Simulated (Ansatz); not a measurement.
# In3SbTe2: the cost of one run

Method: DFT PBE, scalar-relativistic, plane waves, PAW, in Ansatz 0.2.0.

1 further run of the same task is left out (it didn't finish).

## Step 1: Starting point

Symmetry: P-3m1, No. 164, trigonal system. The conventional cell has a = 4.411 Å, b = 4.411 Å, c = 10.771 Å, α = 90.00°, β = 90.00°, γ = 120.00°. In (site symmetry -3m) has 6 Te at 3.14 Å as nearest neighbours. In (site symmetry 3m) has 3 Sb at 3.05 Å and 3 Te at 3.17 Å as nearest neighbours. Around Sb (site symmetry -3m) lie 6 In at 3.05 Å. Te (site symmetry 3m) is surrounded by 6 In at 3.14 to 3.17 Å.

As a file:

```
CELL_PARAMETERS angstrom
4.41079 0.00000 0.00000
-2.20539 3.81985 0.00000
0.00000 0.00000 10.77090
ATOMIC_POSITIONS crystal
In 0.00000 0.00000 0.50000
In 0.33333 0.66667 0.15510
In 0.66667 0.33333 0.84490
Sb 0.00000 0.00000 0.00000
Te 0.33333 0.66667 0.66983
Te 0.66667 0.33333 0.33017
```

The cell was relaxed beforehand at this level, from a generated guess; it is a trial structure. At a tolerance of 0.05 Å it has space group P-3m1 (No. 164); it has 30.25 Å³/atom, an uncorrected energy of -0.21 eV/atom over the elements.

## Step 2: Electronic structure at the relaxed geometry

Input file input.yaml:

```yaml
crystal:
  lattice:
    - [4.4107874231, 2.9e-09, 0.0]
    - [-2.2053937141, 3.8198539577, 0.0]
    - [0.0, 0.0, 10.7708976759]
  atoms:
    - { symbol: In, position: [0.0, 0.0, 0.5] }
    - { symbol: In, position: [0.3333333333, 0.6666666667, 0.1551044978] }
    - { symbol: In, position: [0.6666666667, 0.3333333333, 0.8448955022] }
    - { symbol: Sb, position: [0.0, 0.0, 0.0] }
    - { symbol: Te, position: [0.3333333333, 0.6666666667, 0.6698293044] }
    - { symbol: Te, position: [0.6666666667, 0.3333333333, 0.3301706956] }
basis:
  ecutwfc: 420
kpoints:
  mp_grid: { grid: [12, 12, 4] }
  band_path:
    path:
      - [[0.0, 0.0, 0.0], [0.5, 0.0, 0.0], [0.33333333, 0.33333333, 0.0], [0.0, 0.0, 0.0], [0.0, 0.0, 0.5], [0.5, 0.0, 0.5], [0.33333333, 0.33333333, 0.5], [0.0, 0.0, 0.5]]
      - [[0.5, 0.0, 0.5], [0.5, 0.0, 0.0]]
      - [[0.33333333, 0.33333333, 0.5], [0.33333333, 0.33333333, 0.0]]
    npoints: 14
hamiltonian:
  xc: pbe
scf:
  occupations: { method: gaussian, width: 0.1 }
  n_extra_bands: 15
output:
  forces: true
  stress: true
  eigenvalues: true
  populations: true
  dos: { projected: true, de: 0.02, nscf_kmesh: { grid: [15, 15, 5] } }
  bader: true
```

Run with:

```sh
$ ansatz run input.yaml --threads 1 --pin off --max-ram 2560MiB --backend cpu --events-out ev --progress --plain --runs-dir out
```

What time and memory should one allow on 1 thread of Intel Xeon Platinum 8488C (Sapphire Rapids), shared host?

About 2.1 min, with a peak of 1.1 GiB.
